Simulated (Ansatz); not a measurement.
# Phosphorus, diamond under PBEsol: ground state and equation of state

What does PBEsol give for phosphorus in the diamond structure? We relax it, solve it on a dense k-mesh, then scale the cell to 7 volumes from 88 to 112 % of the relaxed one and try a fit of the equation of state. Spin polarisation is left out. The k-meshes are 10×10×10 for the relaxation; 17×17×17 for the dense run; 17×17×17 for the volumes.

Method: DFT PBEsol, plane waves (420 eV) with PAW, scalar-relativistic; PAW files made under PBE, frozen cores solved again for the functional, in Ansatz 0.2.0.

## (1) Starting point

It takes space group Fd-3m (No. 227, cubic). Conventional cell: a = 5.478 Å, b = 5.478 Å, c = 5.478 Å, α = 90.00°, β = 90.00°, γ = 90.00°. P (site symmetry -43m) is surrounded by 4 P at 2.37 Å.

Structure file:

```xyz
2
Lattice="0.0000 2.7391 2.7391 2.7391 0.0000 2.7391 2.7391 2.7391 0.0000" Properties=species:S:1:pos:R:3 pbc="T T T"
P     0.6848    0.6848    0.6848
P     4.7934    4.7934    4.7934
```

## (2) Relaxing cell and atoms

input.yaml

```yaml
crystal:
  lattice:
    - [0.0, 2.7391031705, 2.7391031705]
    - [2.7391031705, 0.0, 2.7391031705]
    - [2.7391031705, 2.7391031705, 0.0]
  atoms:
    - { symbol: P, position: [0.125, 0.125, 0.125] }
    - { symbol: P, position: [0.875, 0.875, 0.875] }
hamiltonian:
  xc: pbesol
  pseudopotentials:
    kind: paw
    azcp:
      P: "pseudopotentials/P.paw.azcp"
basis:
  ecutwfc: 420
  fft_grid_basis: typed
kpoints:
  mp_grid: { grid: [10, 10, 10], shift: [0, 0, 0] }
magnetization:
  spin_polarized: false
scf:
  occupations: { method: fermi_dirac, width: 0.1 }
relax:
  max_steps: 60
  f_tol: 0.01
  cell: {}
```

The runs that follow: The energy on a finer k-mesh; At 88 % of the relaxed volume; At 92 % of the relaxed volume; At 96 % of the relaxed volume; At 100 % of the relaxed volume; At 104 % of the relaxed volume; At 108 % of the relaxed volume; At 112 % of the relaxed volume.

What does the calculation give? Wanted: space group; conventional cell; volume; shortest distance; gap on the mesh; relative to black phosphorus; V₀, B₀, B₀′.

The runs gave:

```
                      quantity                         value
space group (spins left aside)               Fd-3m (No. 227)
             conventional cell                   a = 5.374 Å
                        volume                19.400 Å³/atom
             shortest distance                       2.327 Å
               gap on the mesh  none (levels filled in part)
  relative to black phosphorus                 +527 meV/atom
                   V₀, B₀, B₀′   19.397 Å³/atom, 50 GPa, 3.8
```

In words: From the guessed start the volume shrank by 5.6 % in 5 steps. Against the reference form of phosphorus (black phosphorus, computed apart with the same settings) it stands 527 meV/atom higher, so it is far from stable. No gap shows: it is a metal or semimetal at this level. The fitted modulus is 50 GPa. The symmetry was held, so the structure may be unstable against distortions that break it.
